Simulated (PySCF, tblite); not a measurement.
# C4H7F3N2Si: geometry, infrared bands and NMR shifts

Wanted: the infrared bands and NMR shifts of C4H7F3N2Si (`FC(F)(F)CN[Si@H]1CC=N1`), by calculation.

Programs: tblite 0.8.0 and PySCF 2.14.0, with density-fitted response routines of our own. Each step states its level of theory. These are calculated values for one molecule in the gas phase, unless marked as measured. Atoms are numbered from 0 throughout.

## 1. The molecule as given

17 atoms, charge 0, multiplicity 1; geometry from: force field or distance geometry start.

Bonds of the start (Å): F0–C1 1.38, C1–F2 1.40, C1–F3 1.37, C1–C4 1.51, C4–N5 1.44, N5–Si6 1.78, Si6–C7 1.80, C7–C8 1.43, C8–N9 1.21, N9–Si6 1.68, C4–H10 1.10, C4–H11 1.13, N5–H12 1.07, Si6–H13 1.48, C7–H14 1.12, C7–H15 1.14, C8–H16 1.14.

## 2. Optimising the geometry with GFN2-xTB

Job settings and geometry (Å):

```
{"job": {"kind": "relax", "xc": "GFN2-xTB", "basis": "xTB"}, "charge": 0, "multiplicity": 1}
F      3.897500     0.428500    -0.701600
C      2.912900     0.332300     0.261500
F      3.307100    -0.690800     1.131600
F      2.747300     1.521900     0.914700
C      1.572300    -0.093000    -0.286500
N      0.570200    -0.192400     0.743700
Si    -1.001500    -0.683900     0.055700
C     -2.468600    -0.400300     1.055200
C     -2.790600     0.651100     0.148500
N     -1.856400     0.591200    -0.616700
H      1.686800    -1.013500    -0.869300
H      1.236800     0.710700    -1.003000
H      0.421600     0.806900     1.090400
H     -0.962300    -1.993000    -0.635200
H     -2.322600    -0.127900     2.135300
H     -3.273900    -1.201400     1.069500
H     -3.683500     1.365700     0.145700
```

Command:

```console
$ OMP_NUM_THREADS=1 python probes_run.py task.json out
```

One launch serves the whole session: the jobs run in the order shown.

The log of the run:

```text
step      E/eV     max force
  0    -920.44571    9.578
  1    -921.26194    6.020
  2    -921.69114    1.446
  3    -921.79219    1.394
  4    -921.84558    0.654
  5    -921.90385    0.387
  6    -921.92732    0.494
  7    -921.95675    0.478
  8    -921.97133    0.347
  9    -921.98693    0.280
 10    -921.99784    0.267
 11    -922.00583    0.201
 12    -922.01174    0.168
 13    -922.01701    0.191
 14    -922.02119    0.162
 15    -922.02403    0.125
 16    -922.02613    0.128
 17    -922.02818    0.112
 18    -922.03003    0.093
 19    -922.03134    0.072
 20    -922.03237    0.079
 21    -922.03362    0.096
 22    -922.03524    0.104
 23    -922.03690    0.098
 24    -922.03827    0.092
 25    -922.03960    0.121
 26    -922.04139    0.148
 27    -922.04402    0.148
 28    -922.04723    0.158
 29    -922.05011    0.129
 30    -922.05212    0.089
 31    -922.05377    0.095
 32    -922.05555    0.097
 33    -922.05715    0.100
 34    -922.05844    0.077
 35    -922.05945    0.088
 36    -922.06039    0.087
 37    -922.06130    0.078
 38    -922.06204    0.070
 39    -922.06255    0.053
 40    -922.06298    0.056
 41    -922.06343    0.059
 42    -922.06392    0.068
 43    -922.06443    0.060
 44    -922.06498    0.056
 45    -922.06562    0.091
 46    -922.06636    0.103
 47    -922.06714    0.076
 48    -922.06784    0.069
 49    -922.06842    0.056
 50    -922.06896    0.056
 51    -922.06953    0.062
 52    -922.07017    0.058
 53    -922.07086    0.067
 54    -922.07170    0.077
 55    -922.07270    0.107
 56    -922.07377    0.098
 57    -922.07466    0.062
 58    -922.07534    0.064
 59    -922.07589    0.063
 60    -922.07648    0.068
 61    -922.07724    0.078
 62    -922.07825    0.110
 63    -922.07966    0.121
 64    -922.08172    0.137
 65    -922.08438    0.172
 66    -922.08698    0.115
 67    -922.08818    0.147
 68    -922.08941    0.109
 69    -922.09038    0.057
 70    -922.09105    0.050
 71    -922.09160    0.073
 72    -922.09236    0.098
 73    -922.09333    0.107
 74    -922.09441    0.078
 75    -922.09528    0.075
 76    -922.09574    0.069
 77    -922.09592    0.092
 78    -922.09643    0.040
 79    -922.09675    0.041
 80    -922.09702    0.039
 81    -922.09722    0.033
 82    -922.09740    0.035
 83    -922.09757    0.032
 84    -922.09775    0.033
 85    -922.09792    0.029
 86    -922.09806    0.028
 87    -922.09816    0.024
 88    -922.09824    0.025
 89    -922.09832    0.024
 90    -922.09842    0.027
 91    -922.09852    0.046
 92    -922.09869    0.047
 93    -922.09902    0.033
 94    -922.09932    0.034
 95    -922.09960    0.038
 96    -922.09972    0.064
 97    -922.10017    0.055
 98    -922.10054    0.044
 99    -922.10139    0.089
100    -922.10200    0.072
101    -922.10259    0.068
102    -922.10341    0.089
103    -922.10408    0.072
104    -922.10490    0.104
105    -922.10563    0.077
106    -922.10631    0.052
107    -922.10710    0.073
108    -922.10803    0.077
109    -922.10891    0.076
110    -922.10995    0.054
111    -922.11042    0.060
112    -922.11082    0.040
113    -922.11105    0.038
114    -922.11131    0.050
115    -922.11156    0.053
116    -922.11202    0.043
117    -922.11258    0.042
118    -922.11314    0.042
119    -922.11375    0.052
120    -922.11439    0.060
121    -922.11511    0.080
122    -922.11591    0.068
123    -922.11656    0.170
124    -922.11738    0.093
125    -922.11819    0.056
126    -922.11905    0.070
127    -922.11957    0.072
128    -922.12083    0.055
129    -922.12144    0.046
130    -922.12190    0.034
131    -922.12225    0.040
132    -922.12253    0.040
133    -922.12281    0.039
134    -922.12312    0.045
135    -922.12354    0.054
136    -922.12405    0.073
137    -922.12456    0.070
138    -922.12508    0.068
139    -922.12571    0.064
140    -922.12647    0.098
141    -922.12765    0.090
142    -922.12919    0.099
143    -922.13107    0.083
144    -922.13247    0.096
145    -922.13425    0.100
146    -922.13603    0.177
147    -922.13836    0.173
148    -922.14100    0.258
149    -922.14482    0.209
150    -922.14783    0.188
151    -922.14989    0.129
152    -922.14994    0.269
153    -922.15187    0.090
154    -922.15273    0.127
155    -922.15334    0.068
156    -922.15425    0.118
157    -922.15503    0.136
158    -922.15628    0.100
159    -922.15794    0.113
160    -922.15872    0.086
161    -922.15942    0.100
162    -922.16000    0.049
163    -922.16049    0.051
164    -922.16088    0.039
165    -922.16112    0.049
166    -922.16140    0.040
167    -922.16159    0.034
168    -922.16175    0.055
169    -922.16191    0.047
170    -922.16217    0.045
171    -922.16240    0.048
172    -922.16269    0.057
173    -922.16295    0.054
174    -922.16324    0.049
175    -922.16361    0.043
176    -922.16406    0.056
177    -922.16450    0.069
178    -922.16497    0.071
179    -922.16560    0.072
180    -922.16656    0.075
181    -922.16781    0.100
182    -922.16932    0.093
183    -922.17106    0.100
184    -922.17255    0.091
185    -922.17253    0.251
186    -922.17452    0.070
187    -922.17510    0.070
188    -922.17596    0.063
189    -922.17638    0.087
190    -922.17681    0.072
191    -922.17736    0.052
192    -922.17787    0.040
193    -922.17795    0.108
194    -922.17849    0.040
195    -922.17880    0.041
196    -922.17922    0.032
197    -922.17933    0.019
198    -922.17945    0.017
199    -922.17952    0.014
200    -922.17954    0.009
```

It took 1.7 s on 1 thread of Arm Neoverse V1, shared host; peak memory 0.18 GiB.

Along the way: (not every step is listed)

```csv
step,energy from step 0 (eV),largest force (eV/Å)
0,0.0000,9.5778
1,-0.8162,6.0201
2,-1.2454,1.4459
3,-1.3465,1.3940
4,-1.3999,0.6542
5,-1.4581,0.3873
6,-1.4816,0.4943
7,-1.5110,0.4776
8,-1.5256,0.3470
26,-1.5957,0.1477
44,-1.6193,0.0556
62,-1.6325,0.1104
80,-1.6513,0.0387
98,-1.6548,0.0444
116,-1.6663,0.0428
134,-1.6774,0.0451
152,-1.7042,0.2689
170,-1.7165,0.0446
188,-1.7303,0.0631
195,-1.7331,0.0408
196,-1.7335,0.0318
197,-1.7336,0.0194
198,-1.7337,0.0165
199,-1.7338,0.0143
200,-1.7338,0.0088
```

Distances of close pairs at the start and the end, largest changes first:

| bond | before (Å) | after (Å) | change (Å) |
| --- | --- | --- | --- |
| Si6–C7 | 1.798 | 1.932 | +0.135 |
| Si6–N9 | 1.676 | 1.787 | +0.111 |
| C8–N9 | 1.209 | 1.277 | +0.068 |
| C7–C8 | 1.425 | 1.493 | +0.068 |
| N5–Si6 | 1.785 | 1.721 | -0.064 |
| C8–H16 | 1.144 | 1.082 | -0.061 |
| N5–H12 | 1.068 | 1.009 | -0.059 |
| C1–F2 | 1.400 | 1.341 | -0.059 |

The end geometry stands in the next job.

## 3. Vibrational analysis with GFN2-xTB

Job settings and geometry (Å):

```
{"job": {"kind": "ir", "xc": "GFN2-xTB", "basis": "xTB"}, "charge": 0, "multiplicity": 1}
F      3.570101    -0.315815     0.776500
C      2.276154     0.034864     0.752123
F      1.605399    -0.915049     1.419263
F      2.165703     1.158386     1.476106
C      1.751629     0.218662    -0.673419
N      0.406733     0.693013    -0.698601
Si    -0.942542    -0.336108    -0.414413
C     -1.839419    -0.566526     1.281777
C     -2.875583     0.251831     0.584662
N     -2.470104     0.575775    -0.582134
H      1.801195    -0.756903    -1.160700
H      2.429996     0.911709    -1.181688
H      0.324249     1.663200    -0.434654
H     -0.752432    -1.534003    -1.216078
H     -1.432651    -0.071027     2.161430
H     -2.184683    -1.553859     1.578715
H     -3.840744     0.553880     0.970662
```

The log of the run:

```text
mode    cm-1     km/mol
  1      25.3      1.76
  2      39.2      3.66
  3      55.9      4.16
  4     115.2      1.16
  5     135.1      1.49
  6     218.8      1.99
  7     230.9      4.76
  8     315.2     14.24
  9     339.9      2.56
 10     408.5     14.00
 11     465.9     39.72
 12     484.4     30.69
 13     499.0     56.52
 14     533.6     45.57
 15     559.9      6.90
 16     601.2     56.85
 17     652.9     95.30
 18     669.8     95.99
 19     709.0     90.18
 20     796.9     17.25
 21     804.6      8.30
 22     829.8     78.70
 23     883.6    112.45
 24     930.8    102.53
 25    1005.5     34.00
 26    1041.5      4.47
 27    1069.6    170.00
 28    1077.5    271.26
 29    1165.0     40.70
 30    1168.9    107.20
 31    1179.5    118.55
 32    1194.1    101.73
 33    1223.8     30.44
 34    1293.5     17.65
 35    1359.9    105.29
 36    1425.8     21.67
 37    1436.0      3.94
 38    1617.5    120.78
 39    2340.4    292.11
 40    2947.8     17.49
 41    2990.1     20.37
 42    2992.7     13.41
 43    3005.4     23.30
 44    3031.3     87.99
 45    3451.7     10.59
```

Run time: 0.74 s. Hardware: 1 thread of Arm Neoverse V1, shared host; peak memory 0.18 GiB.

The strongest bands and the atoms that carry them (share of the mass-weighted mode):

```csv
cm⁻¹,km/mol,atoms
884,112.5,"N9 31 %, Si6 19 %"
1070,170.0,"C1 57 %, H10 11 %, F0 11 %"
1078,271.3,"C1 51 %, H11 12 %"
1169,107.2,"C1 48 %, C7 12 %"
1180,118.5,"C4 31 %, N5 27 %, H12 20 %"
1360,105.3,"H12 48 %, N5 24 %, H10 15 %"
1618,120.8,"C8 54 %, N9 43 %"
2340,292.1,H13 97 %
```

## 4. Nuclear shieldings: PBE0/pcSseg-1

Same as in step 3 but for these lines:

```diff
@@ -1,2 +1,2 @@
-{"job": {"kind": "ir", "xc": "GFN2-xTB", "basis": "xTB"}, "charge": 0, "multiplicity": 1}
+{"job": {"kind": "nmr", "xc": "PBE0", "basis": "pcSseg-1"}, "charge": 0, "multiplicity": 1}
 F      3.570101    -0.315815     0.776500
```

Method: GIAO PBE0/pcSseg-1 NMR shielding, non-relativistic, gas phase.

The log of the run:

```text
coarse grid: 15696 points
cycle   1  E = -854.1429369195  dE =  1.632e+00  |g| = 9.976e-01  |ddm| = 3.765e+00
cycle   2  E = -853.9350074265  dE =  2.079e-01  |g| = 1.503e+00  |ddm| = 1.555e+00
cycle   3  E = -854.3222771664  dE = -3.873e-01  |g| = 1.446e-01  |ddm| = 9.930e-01
cycle   4  E = -854.3255776560  dE = -3.300e-03  |g| = 8.438e-02  |ddm| = 1.655e-01
cycle   5  E = -854.3271028826  dE = -1.525e-03  |g| = 1.803e-02  |ddm| = 7.207e-02
cycle   6  E = -854.3271637661  dE = -6.088e-05  |g| = 3.948e-03  |ddm| = 1.513e-02
cycle   7  E = -854.3271670321  dE = -3.266e-06  |g| = 5.603e-04  |ddm| = 3.452e-03
final grid: 151160 points
cycle   8  E = -854.4009136815  dE = -5.290e-05  |g| = 8.962e-03  |ddm| = 2.708e-02
cycle   9  E = -854.4009038803  dE =  9.801e-06  |g| = 1.172e-02  |ddm| = 1.642e-02
cycle  10  E = -854.4009312096  dE = -2.733e-05  |g| = 1.065e-03  |ddm| = 8.668e-03
cycle  11  E = -854.4009313957  dE = -1.861e-07  |g| = 4.633e-04  |ddm| = 1.068e-03
cycle  12  E = -854.4009314383  dE = -4.257e-08  |g| = 1.723e-04  |ddm| = 4.476e-04
cycle  13  E = -854.4009314439  dE = -5.607e-09  |g| = 3.961e-05  |ddm| = 1.457e-04
cycle  14  E = -854.4009314442  dE = -3.035e-10  |g| = 9.893e-06  |ddm| = 3.758e-05
converged SCF energy = -854.4009314442

GIAO shielding tensors (ppm)
atom      isotropic    diamagn.    paramagn.     s11        s22        s33       span
  0 F      264.697     467.692    -202.995    177.099    272.804    344.187    167.088
  1 C       52.456     244.563    -192.107     48.756     52.177     56.435      7.679
  2 F      264.200     477.579    -213.380    181.246    265.651    345.701    164.455
  3 F      266.442     475.240    -208.799    179.055    272.463    347.807    168.752
  4 C      137.198     245.014    -107.816    112.702    141.463    157.429     44.727
  5 N      229.490     325.876     -96.386    215.485    228.103    244.882     29.396
  6 Si     353.463     880.130    -526.668    321.933    342.028    396.426     74.493
  7 C      145.840     258.897    -113.057    114.039    144.344    179.137     65.097
  8 C      -16.786     261.994    -278.780   -142.347    -30.307    122.296    264.643
  9 N     -190.676     331.347    -522.022   -588.301   -164.590    180.864    769.165
 10 H       28.361      29.157      -0.795     24.148     28.306     32.630      8.482
 11 H       28.064      27.017       1.047     22.738     27.733     33.721     10.982
 12 H       30.110      34.257      -4.148     22.424     28.440     39.465     17.042
 13 H       26.349      30.039      -3.689     23.082     25.065     30.902      7.820
 14 H       29.203      33.983      -4.781     26.027     29.566     32.014      5.987
 15 H       29.289      32.311      -3.023     26.734     27.974     33.157      6.424
 16 H       22.176      29.796      -7.620     20.367     22.205     23.954      3.587
```

Wall time 54 s (1 thread of Arm Neoverse V1, shared host); peak memory 0.94 GiB.

Shifts follow as δ = σ(reference) − σ, with reference shieldings (ppm) from runs at the same level and on the same kind of geometry: ¹H TMS 31.72, ¹³C TMS 186.9, ²⁹Si TMS 349.2, ¹⁹F CFCl3 170.9, ¹⁵N NH3 267.7. The references are single molecules in the gas phase, so shifts against H2O, NH3, PH3, H3PO4 or CFCl3 are not on the usual liquid scales and can be off by tens of ppm. Atoms listed in one row are averaged.

```csv
atoms,environment,σ (ppm),δ (ppm),δ scaled to CDCl3
C8,C=N carbon,-16.8,203.7,196.9
C1,CF3 carbon,52.5,134.5,129.3
C4,sp3 CH2 bonded to N,137.2,49.7,46.6
C7,sp3 CH2 bonded to Si,145.8,41.1,38.2
H16,hydrogen on a C=N carbon,22.18,9.54,9.10
H13,"hydrogen on a silicon bonded to C, 2 N, in a 4-membered ring",26.35,5.37,–
H11,hydrogen on an sp3 CH2 bonded to N,28.06,3.65,3.55
H10,hydrogen on an sp3 CH2 bonded to N,28.36,3.36,3.27
H14,hydrogen on an sp3 CH2 bonded to Si,29.20,2.51,2.48
H15,hydrogen on an sp3 CH2 bonded to Si,29.29,2.43,2.39
H12,"hydrogen on a nitrogen bonded to C, Si",30.11,1.61,–
"F0, F2, F3",fluorine of a CF3 group,265.1,-94.2,–
N9,imine nitrogen,-190.7,458.4,–
N5,"nitrogen bonded to C, Si, H",229.5,38.2,–
Si6,"silicon bonded to C, 2 N, H, in a 4-membered ring",353.5,-4.3,–
```

The scaled column applies a straight-line fit of computed shieldings to shifts measured in CDCl3, and one for carbons that bear F (root-mean-square error 0.16 ppm for H, 1.9 ppm for C).

The run also stored atomic charges by several schemes (e):

| atoms | Mulliken | IAO | Hirshfeld | ESP fit |
| --- | --- | --- | --- | --- |
| F0, F2, F3 | -0.27 | -0.28 | -0.09 | -0.19 |
| C1 | 0.75 | 0.79 | 0.25 | 0.56 |
| C4 | -0.07 | -0.19 | -0.04 | -0.33 |
| N5 | -0.65 | -0.66 | -0.23 | -0.69 |
| Si6 | 0.93 | 1.12 | 0.42 | 1.08 |
| C7 | -0.53 | -0.61 | -0.18 | -0.91 |
| C8 | 0.06 | 0.05 | 0.05 | 0.60 |
| N9 | -0.50 | -0.58 | -0.29 | -0.81 |

Mayer bond orders: F0–C1 1.00, C1–F2 0.98, C1–F3 1.00, C1–C4 0.98, C4–N5 1.00, N5–Si6 1.01, Si6–C7 0.85, C7–C8 0.98, C8–N9 1.81, N9–Si6 0.98.

Ring of atoms Si6, C7, C8, N9: NICS(0) 6.6, NICS(1) -2.7, NICS(1)zz 2.8 ppm (means of both faces).

The fields below are evaluated on a grid from the run's orbitals.

Frontier orbitals at PBE0/pcSseg-1, with the share of their density that lies nearest to each atom:

| orbital | energy (eV) | lies on |
| --- | --- | --- |
| HOMO | -6.81 | N9 64 %; C7 12 %; Si6 7 % |
| LUMO | -0.43 | C8 39 %; N9 31 %; H16 10 % |

ELF in a plane through or near 6 of the atoms.

Ten even steps from ' ' (0.00) to '@' (1.00):
```
                                                        
                                                        
                                    ....                
                      ..==--      ::++**==..            
              ==++    ==%%##::  ..++%%%%##==            
            ##@@@@==  ++%%%%==..--##@@@@%%++            
            @@@@@@%%--**%%%%**::**%%::####::            
            @@@@@@%%++##====##::##%%::****....          
            ::##%%++==%%==####::--++####++**%%##::      
                --##++==##%%**::::..==--++@@@@@@++      
        ..----..--%%**..::==----==--**++==@@@@@@++      
        ::++##==--::--..      ::++++**%%++++%%##::      
        ::**%%++==----..      ::%%@@##==..              
        ..++##==..::......    ==@@@@@@==..              
          --==..      ..::    ++@@@@@@--                
            ..        ..      ::@@@@%%..                
                                ::--..                  
                                                        
                                                        
                                                        
```
The map spans 12.9 Å across and 8.4 Å up, centred on the molecule. Atoms in the plane (x, y in Å): C1 (-2.2, -0.8), N5 (-0.6, 1.0), C8 (2.9, 0.2), N9 (2.3, 1.3), H11 (-2.7, 1.3), H14 (1.7, -1.6).

log10 of the density (e/Å³) in the same plane.

Values, 10 rows by 14 columns:
```
-4.0 -4.0 -4.0 -4.0 -4.0 -4.0 -4.0 -4.0 -4.0 -4.0 -4.0 -4.0 -4.0 -4.0
-4.0 -4.0 -4.0 -3.8 -3.4 -3.3 -2.7 -2.9 -2.8 -2.3 -2.6 -4.0 -4.0 -4.0
-4.0 -4.0 -3.9 -2.4 -1.7 -1.7 -1.1 -1.4 -1.4 -0.7 -1.1 -2.6 -4.0 -4.0
-4.0 -4.0 -3.3 -1.3 -0.1 -0.5  0.4 -0.3 -0.5  0.8 -0.3 -1.9 -3.0 -4.0
-4.0 -4.0 -3.1 -1.4 -0.2  0.1  0.5 -0.1 -0.4  0.2  0.1 -0.8 -2.1 -3.9
-4.0 -4.0 -1.9 -0.8 -0.3 -0.1 -0.9 -0.9 -0.6 -0.1  0.2 -0.5 -1.9 -3.8
-4.0 -3.6 -1.3  0.2  0.0 -0.1 -1.2 -1.7 -0.3  0.0 -0.9 -1.7 -2.7 -4.0
-4.0 -4.0 -2.0 -0.9 -1.1 -0.8 -1.3 -2.1 -0.6 -0.5 -1.7 -2.9 -3.9 -4.0
-4.0 -4.0 -3.9 -2.8 -2.7 -2.1 -2.5 -3.1 -2.1 -2.0 -2.7 -3.9 -4.0 -4.0
-4.0 -4.0 -4.0 -4.0 -4.0 -4.0 -4.0 -4.0 -3.7 -3.6 -4.0 -4.0 -4.0 -4.0
```
The map spans 12.9 Å across and 8.4 Å up, centred on the molecule. Atoms in the plane (x, y in Å): C1 (-2.2, -0.8), N5 (-0.6, 1.0), C8 (2.9, 0.2), N9 (2.3, 1.3), H11 (-2.7, 1.3), H14 (1.7, -1.6).

On the surface of density 0.002 e/bohr³ the electrostatic potential runs, from the 1st to the 99th percentile, from -1.98 V near N9 to 1.70 V near H12.

## 5. What came out

| quantity | value |
| --- | --- |
| strongest single infrared mode (GFN2-xTB) | 2340 cm⁻¹, 292 km/mol |
| zero-point energy (GFN2-xTB) | 70.5 kcal/mol |
| ¹³C shifts against TMS (PBE0/pcSseg-1) | 203.7, 134.5, 49.7, 41.1 ppm |
| ¹H shifts against TMS (PBE0/pcSseg-1) | 9.54, 5.37, 3.65, 3.36, 2.51, 2.43, 1.61 ppm |
| ¹⁹F shifts against CFCl3 (PBE0/pcSseg-1, means over atoms taken as alike) | -94.2 ppm |
| ¹⁵N shifts against NH3 (PBE0/pcSseg-1) | 458.4, 38.2 ppm |
| ²⁹Si shifts against TMS (PBE0/pcSseg-1) | -4.3 ppm |
| surface potential, 1st and 99th percentile | -1.98 V and 1.70 V |

In words: Over 200 steps the energy fell by 1.734 eV; of the close pairs, Si6–C7 changed most, 1.798 to 1.932 Å. All 45 modes are real, so the xTB geometry is a minimum. The strongest single mode, at 2340 cm⁻¹, moves mainly H13. Unscaled tight-binding wavenumbers are off by several per cent, some by more. Its intensities can rank the bands wrongly. At PBE0/pcSseg-1: The widest tensor belongs to N9: span 769 ppm, with a paramagnetic part of -522 ppm. By nearest atom (PBE0/pcSseg-1), the HOMO sits on N9 64 %; C7 12 % and the LUMO on C8 39 %; N9 31 %.
